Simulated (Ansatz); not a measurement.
# GeH₄Se₄: how energies converge with the basis set

One table from this session's results is given with a row withheld; the runs are named, their logs left out.

Program: Ansatz 0.2.0, Gaussian basis. Level of theory: one geometry, several basis sets. These are calculated values, not measurements.

Plan: PBE0-D4/def2-SVP; ωB97M-V/def2-SVP; PBE0-D4/def2-QZVPP; ωB97M-V/def2-QZVPP; the functionals' def2-TZVPP values are taken from earlier runs.

### The relaxed structure

An earlier PBE0-D4 in a triple-zeta def2 set relaxation fixed the geometry.

SMILES `[SeH][Ge]([SeH])([SeH])[SeH]`, 9 atoms, charge 0, spin multiplicity 1.

Atoms are counted from 1 here; the program's logs count them from 0.

Bond lengths: Se1–Ge2 2.353 Å, Se1–H6 1.469 Å, Ge2–Se3 2.354 Å, Ge2–Se4 2.356 Å, Ge2–Se5 2.356 Å, Se3–H7 1.469 Å, Se4–H8 1.471 Å, Se5–H9 1.471 Å. Angles: Ge2–Se1–H6 92.0°, Se1–Ge2–Se3 102.9°, Se1–Ge2–Se4 107.9°, Se1–Ge2–Se5 114.4°, Se3–Ge2–Se4 114.4°, Se3–Ge2–Se5 107.8°, Se4–Ge2–Se5 109.5°, Ge2–Se3–H7 92.0°, Ge2–Se4–H8 92.2°, Ge2–Se5–H9 92.2°.

Set-up of the first run:

Contents of in.yaml:

```yaml
crystal:
  periodic: [false, false, false]
  atoms:
    - {symbol: Se, position_ang: [-0.372086, 1.404786, -2.161300]}
    - {symbol: Ge, position_ang: [0.227002, 0.100678, -0.296005]}
    - {symbol: Se, position_ang: [2.493553, -0.387052, -0.701754]}
    - {symbol: Se, position_ang: [-1.180674, -1.787644, -0.250057]}
    - {symbol: Se, position_ang: [0.091000, 1.231319, 1.766288]}
    - {symbol: H, position_ang: [-1.440035, 2.079324, -1.411392]}
    - {symbol: H, position_ang: [2.420083, -1.626152, 0.083723]}
    - {symbol: H, position_ang: [-0.782101, -2.121195, 1.125592]}
    - {symbol: H, position_ang: [-1.368241, 1.059636, 1.827905]}
basis:
  gaussian: {orbitals: def2-SVP}
hamiltonian: {xc: pbe0, dispersion: d4}
output: {orbitals: {seedname: orbitals}}
```

Started as:

```bash
ansatz run in.yaml --threads 2 --pin off --events-out ev --progress --plain --max-ram 32768MiB --backend cpu
```

Among the steps run: PBE0-D4 in def2-SVP; ωB97M-V in def2-SVP; PBE0-D4 in def2-QZVPP; ωB97M-V in def2-QZVPP.

One table of the session follows, with a row left open; its other results are not shown here.

It belongs to the step «Density functionals: the series». 

```
functional       basis  HOMO (eV)  LUMO (eV)
   PBE0-D4    def2-SVP      -7.06      -1.76
   PBE0-D4  def2-TZVPP      -7.16      -1.96
   PBE0-D4  def2-QZVPP      -7.17      -1.98
   ωB97M-V    def2-SVP      -9.14       0.16
   ωB97M-V  def2-TZVPP          ?          ?
   ωB97M-V  def2-QZVPP      -9.27      -0.19
```

**Question.** Estimate the row for ωB97M-V, def2-TZVPP.

As computed: HOMO (eV): -9.25; LUMO (eV): -0.14. In the column «HOMO (eV)» it lies between ωB97M-V, def2-QZVPP (-9.27) and ωB97M-V, def2-SVP (-9.14).
